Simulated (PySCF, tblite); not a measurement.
# C4H5BCl2: geometry, infrared bands and NMR shifts

Aim: predict the infrared bands and NMR shifts of C4H5BCl2 (`C#C[C@@H](Cl)CBCl`).

Computed with tblite 0.8.0 and PySCF 2.14.0, with density-fitted response routines of our own, on a single molecule in the gas phase. Atoms are numbered from 0 throughout.

**1. The molecule as given**

12 atoms, charge 0, multiplicity 1; geometry from: force field or distance geometry start.

Bonds of the start (Å): C0–C1 1.23, C1–C2 1.46, C2–Cl3 1.78, C2–C4 1.53, C4–B5 1.59, B5–Cl6 1.85, C0–H7 1.06, C2–H8 1.11, C4–H9 1.13, C4–H10 1.09, B5–H11 1.18.

**2. Optimising the geometry with GFN2-xTB**

What the job is given:

```
{"job": {"kind": "relax", "xc": "GFN2-xTB", "basis": "xTB"}, "charge": 0, "multiplicity": 1}
C      2.067000    -1.151000     0.126600
C      1.216700    -0.282800     0.328700
C      0.224800     0.760600     0.582700
Cl     0.971500     2.377100     0.641100
C     -0.759100     0.718500    -0.586300
B     -1.382300    -0.748300    -0.561000
Cl    -2.611800    -1.013300     0.789800
H      2.798800    -1.886800    -0.063400
H     -0.302000     0.514600     1.526400
H     -0.094300     0.831200    -1.493400
H     -1.508900     1.506800    -0.536100
H     -0.619200    -1.627400    -0.781000
```

Started as:

```console
OMP_NUM_THREADS=1 python probes_run.py task.json out
```

This one command runs all jobs of the session in turn.

**Question.** This job is followed by: GFN2-xTB harmonic vibrations, gas phase; GIAO PBE0/pcSseg-1 NMR shielding, non-relativistic, gas phase. What will the session give for the following? strongest single infrared mode (GFN2-xTB); zero-point energy (GFN2-xTB); 13C shifts against TMS (PBE0/pcSseg-1); 1H shifts against TMS (PBE0/pcSseg-1); 35Cl shifts against HCl (PBE0/pcSseg-1); 11B shifts against BF3·OEt2 (PBE0/pcSseg-1); surface potential, 1st and 99th percentile.

**Answer**, as computed:

| quantity | value |
| --- | --- |
| strongest single infrared mode (GFN2-xTB) | 1088 cm⁻¹, 195 km/mol |
| zero-point energy (GFN2-xTB) | 48.2 kcal/mol |
| 13C shifts against TMS (PBE0/pcSseg-1) | 88.4, 84.5, 52.4, 48.1 ppm |
| 1H shifts against TMS (PBE0/pcSseg-1) | 6.95, 4.89, 2.60, 2.17, 2.12 ppm |
| 35Cl shifts against HCl (PBE0/pcSseg-1) | 317, 254 ppm |
| 11B shifts against BF3·OEt2 (PBE0/pcSseg-1) | 71.9 ppm |
| surface potential, 1st and 99th percentile | -0.87 V and 1.55 V |

In words: Over 111 steps the energy fell by 0.765 eV; of the close pairs, B5–Cl6 changed most, 1.846 to 1.687 Å. No mode is imaginary among the 30: a minimum at this level. The strongest single mode, at 1088 cm⁻¹, is carried by B5, H11, H8, C4. Unscaled tight-binding wavenumbers are off by several per cent, some by more. Its intensities can rank the bands wrongly. At PBE0/pcSseg-1: The largest span, 804 ppm, is at Cl6, where the paramagnetic term is -516 ppm. By nearest atom (PBE0/pcSseg-1), the HOMO sits on C0, C1 about 31 % each; Cl3 23 % and the LUMO on B5 55 %; Cl6 16 %.
